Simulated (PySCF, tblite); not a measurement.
# C₇H₁₁OP: geometry, infrared bands and NMR shifts

Wanted: the infrared bands and NMR shifts of C₇H₁₁OP (`C=CC1=C[P@@](C)(=O)CC1`), by calculation.

Programs: tblite 0.8.0 and PySCF 2.14.0, with density-fitted response routines of our own. Each step states its level of theory. These are calculated values for one molecule in the gas phase, unless marked as measured. Atoms count from 0, in the outputs and in this text.

## (1) Starting geometry

20 atoms, charge 0, multiplicity 1; geometry from: force field or distance geometry start.

Bonds of the start (Å): C0–C1 1.34, C1–C2 1.43, C2–C3 1.34, C3–P4 1.74, P4–C5 1.79, P4–O6 1.50, P4–C7 1.82, C7–C8 1.54, C8–C2 1.52, C0–H9 1.08, C0–H10 1.09, C1–H11 1.10, C3–H12 1.10, C5–H13 1.10, C5–H14 1.09, C5–H15 1.08, C7–H16 1.09, C7–H17 1.10, C8–H18 1.09, C8–H19 1.09.

## (2) Relaxing the molecule with GFN2-xTB

Job settings and geometry (Å):

```
{"job": {"kind": "relax", "xc": "GFN2-xTB", "basis": "xTB"}, "charge": 0, "multiplicity": 1}
C      3.266800    -0.259000     0.060200
C      2.191700    -0.383700     0.855700
C      0.851800    -0.009600     0.544400
C     -0.192800    -0.215200     1.366300
P     -1.724300     0.313900     0.734600
C     -2.425300    -1.124300    -0.070700
O     -2.741900     1.132000     1.465300
C     -0.931500     1.250000    -0.607900
C      0.477400     0.655600    -0.768600
H      4.236400    -0.576300     0.401500
H      3.191900     0.160100    -0.939000
H      2.354000    -0.828100     1.852700
H     -0.103000    -0.679900     2.360000
H     -1.686800    -1.626300    -0.713100
H     -2.772700    -1.831200     0.683200
H     -3.276400    -0.833200    -0.675900
H     -0.865300     2.299300    -0.305000
H     -1.507900     1.193000    -1.545000
H      1.167500     1.462300    -1.036600
H      0.485400    -0.088800    -1.563700
```

Run with:

```bash
> OMP_NUM_THREADS=1 python probes_run.py task.json out
```

This one command runs all jobs of the session in turn.

**Question.** This job is followed by: GFN2-xTB harmonic vibrations, gas phase; GIAO PBE0/pcSseg-1 NMR shielding, non-relativistic, gas phase. Predict these results of the whole session: strongest single infrared mode (GFN2-xTB); zero-point energy (GFN2-xTB); ¹³C shifts against TMS (PBE0/pcSseg-1); ¹H shifts against TMS (PBE0/pcSseg-1, means over atoms taken as alike); ³¹P shifts against H3PO4 (PBE0/pcSseg-1); ¹⁷O shifts against H2O (PBE0/pcSseg-1).

**Answer**, as computed:

| quantity | value |
| --- | --- |
| strongest single infrared mode (GFN2-xTB) | 1273 cm⁻¹, 287 km/mol |
| zero-point energy (GFN2-xTB) | 100.6 kcal/mol |
| ¹³C shifts against TMS (PBE0/pcSseg-1) | 160.2, 143.9, 138.1, 125.4, 32.6, 28.3, 19.8 ppm |
| ¹H shifts against TMS (PBE0/pcSseg-1, means over atoms taken as alike) | 6.92, 6.25, 5.65, 5.59, 2.69, 2.10, 2.00, 1.92, 1.36 ppm |
| ³¹P shifts against H3PO4 (PBE0/pcSseg-1) | 35.0 ppm |
| ¹⁷O shifts against H2O (PBE0/pcSseg-1) | 124.4 ppm |

In words: Relaxing lowered the energy by 0.239 eV in 55 steps; the close pair that moved most is C3–P4, from 1.739 to 1.806 Å. No mode is imaginary among the 54: a minimum at this level. The strongest single mode, at 1273 cm⁻¹, moves mainly O6 and P4. Unscaled tight-binding wavenumbers are off by several per cent, some by more. Its intensities can rank the bands wrongly. At PBE0/pcSseg-1: Shielding is most anisotropic at P4 (span 279 ppm, paramagnetic term -679 ppm).
